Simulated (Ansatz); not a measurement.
# Cl3GeH3Si, SMILES [Cl][GeH2][SiH](Cl)Cl: a geometry optimisation

Computed with the Ansatz DFT code, driven from Python.

The cells in order, each with its output:

In [1]:
```python
import ansatz
from ase import Atoms
import numpy as np
import pandas as pd
```

In [2]:
```python
BASIS_SET = "def2-SVP"
XC = "HF"
```

In [3]:
```python
atoms = Atoms(["Cl", "Ge", "Si", "Cl", "Cl", "H", "H", "H"], positions=[
    (-1.869, -1.4001, 1.4676),
    (-1.1702, 0.1563, 0.1022),
    (1.0601, -0.183, -0.2644),
    (2.1789, -0.0711, 1.5757),
    (1.8293, 1.2847, -1.558),
    (-1.9195, 0.085, -1.25),
    (-1.3535, 1.5646, 0.7296),
    (1.3362, -1.4935, -0.8584),
])
cl3geh3si = ansatz.Crystal.molecule_from_ase(atoms)
```

In [4]:
```python
calculation = cl3geh3si.calculation()
calculation = calculation.basis(gaussian=BASIS_SET)
calculation = calculation.functional(XC)
symbols = [site.symbol for site in cl3geh3si.cartesian_sites]
start = np.array([site.position_ang for site in cl3geh3si.cartesian_sites], dtype=float)
def progress(event):
    if event["event"] == "relax_step":
        row = event["data"]
        print(f"step {row['step']:3d}  E = {row['lagrangian_ev']:.6f} eV  largest force component {row['allowed_force_max_ev_ang']:.4f} eV/A")
```

In [5]:
```python
r = calculation.relax(force_tolerance=0.005).session().plan().execute(on_event=progress).report
end = np.array(r["positions_ang"])
```
```text
step   1  E = -101876.600550 eV  largest force component 2.6763 eV/A
step   2  E = -101876.758689 eV  largest force component 0.4827 eV/A
step   3  E = -101876.821637 eV  largest force component 0.1595 eV/A
step   4  E = -101876.824474 eV  largest force component 0.0527 eV/A
step   5  E = -101876.825724 eV  largest force component 0.0253 eV/A
step   6  E = -101876.825923 eV  largest force component 0.0044 eV/A
step   7  E = -101876.825989 eV  largest force component 0.0082 eV/A
step   8  E = -101876.826013 eV  largest force component 0.0087 eV/A
step   9  E = -101876.826025 eV  largest force component 0.0045 eV/A
```

In [6]:
```python
print(f"E = {r['free_energy_ev']:.6f} eV = {r['free_energy_ev'] / 27.211386246:.7f} Ha")
print("converged:", r["converged"], " doubts:", r["published_state_doubts"] or "none")
```
```text
E = -101876.826025 eV = -3743.9043018 Ha
converged: True  doubts: none
```

In [7]:
```python
print("final positions (A) and the move of each atom")
for symbol, xyz, old in zip(symbols, end, start):
    print(f"{symbol:2s} {xyz[0]:10.5f} {xyz[1]:10.5f} {xyz[2]:10.5f}   {np.linalg.norm(xyz - old):7.4f}")

charges = r["charge_distribution"]
table = pd.DataFrame({"atom": symbols, "mulliken": charges["mulliken_charges_e"], "lowdin": charges["lowdin_charges_e"]})
print(table.round(3).to_string())
print("dipole (e A):", np.round(charges["dipole_moment_e_ang"], 4) + 0.0)
```
```text
final positions (A) and the move of each atom
Cl   -1.91235   -1.42143    1.34290    0.1337
Ge   -1.18291    0.21337    0.09870    0.0586
Si    1.14994   -0.20808   -0.26077    0.0933
Cl    2.16466    0.02749    1.52110    0.1136
Cl    1.83707    1.18629   -1.62956    0.1219
H    -1.98179    0.17880   -1.20269    0.1221
H    -1.41825    1.51441    0.86044    0.1544
H     1.43594   -1.54796   -0.78581    0.1348
  atom  mulliken  lowdin
0   Cl    -0.365   0.062
1   Ge     0.538   0.004
2   Si     0.770   0.082
3   Cl    -0.323   0.045
4   Cl    -0.336   0.032
5    H    -0.099  -0.068
6    H    -0.091  -0.063
7    H    -0.094  -0.095
dipole (e A): [-0.0876  0.1073 -0.2919]
```

What to keep in mind:
- Total energies depend on the basis set; only differences at equal settings carry meaning.
- The end point is the stationary point reached from this start; no frequency run checks that it is a minimum, and the basis set is modest.
- The Löwdin charges here are taken after orthogonalising the functions within each atom; they differ from plain Löwdin charges, and their signs can be unphysical.
- Hardware and time: 43 s on 1 thread of Arm Neoverse V1, with other jobs on the host, peak memory 0.44 GiB.

(Lines on the test bed's own set-up are left out of the output.)
